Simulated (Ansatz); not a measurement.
# Cl2GeH2: the cost of one run

Program: Ansatz 0.2.0. Level of theory: RKS CAM-B3LYP-D4/def2-SVP. These are calculated values, not measurements.

### 1 Starting point

Bond lengths: Ge1–H2 1.550 Å, Ge1–H3 1.550 Å, Ge1–Cl4 2.218 Å, Ge1–Cl5 2.218 Å. Angles: H2–Ge1–H3 109.5°, H2–Ge1–Cl4 109.5°, H2–Ge1–Cl5 109.5°, H3–Ge1–Cl4 109.5°, H3–Ge1–Cl5 109.5°, Cl4–Ge1–Cl5 109.5°.

As a file:

```xyz
5

Ge    0.0000    0.0000    0.0000
H     0.0000    0.0000    1.5500
H     1.4616    0.0000   -0.5162
Cl   -1.0456    1.8115   -0.7393
Cl   -1.0456   -1.8115   -0.7393
```

### 2 Relaxing the start

input.yaml reads:

```yaml
crystal:
  periodic: [false, false, false]
  atoms:
    - { symbol: Ge, position_ang: [0.0, 0.0, 0.0] }
    - { symbol: H, position_ang: [0.0, 0.0, 1.55] }
    - { symbol: H, position_ang: [1.4616, 0.0, -0.5162] }
    - { symbol: Cl, position_ang: [-1.0456, 1.8115, -0.7393] }
    - { symbol: Cl, position_ang: [-1.0456, -1.8115, -0.7393] }
basis:
  gaussian: { orbitals: def2-SVP }
hamiltonian:
  xc: cam_b3lyp
  dispersion: d4
relax:
  f_tol: 0.02
  max_steps: 40
output:
  orbitals: {}
```

Started as:

```sh
$ ansatz run input.yaml --threads 2 --pin off --max-ram 3072MiB --backend cpu --events-out ev --progress --plain --runs-dir out
```

Q: Estimate wall time and peak memory on 2 threads of Arm Neoverse V1, shared host.

About 8.7 s, with a peak of 0.18 GiB.
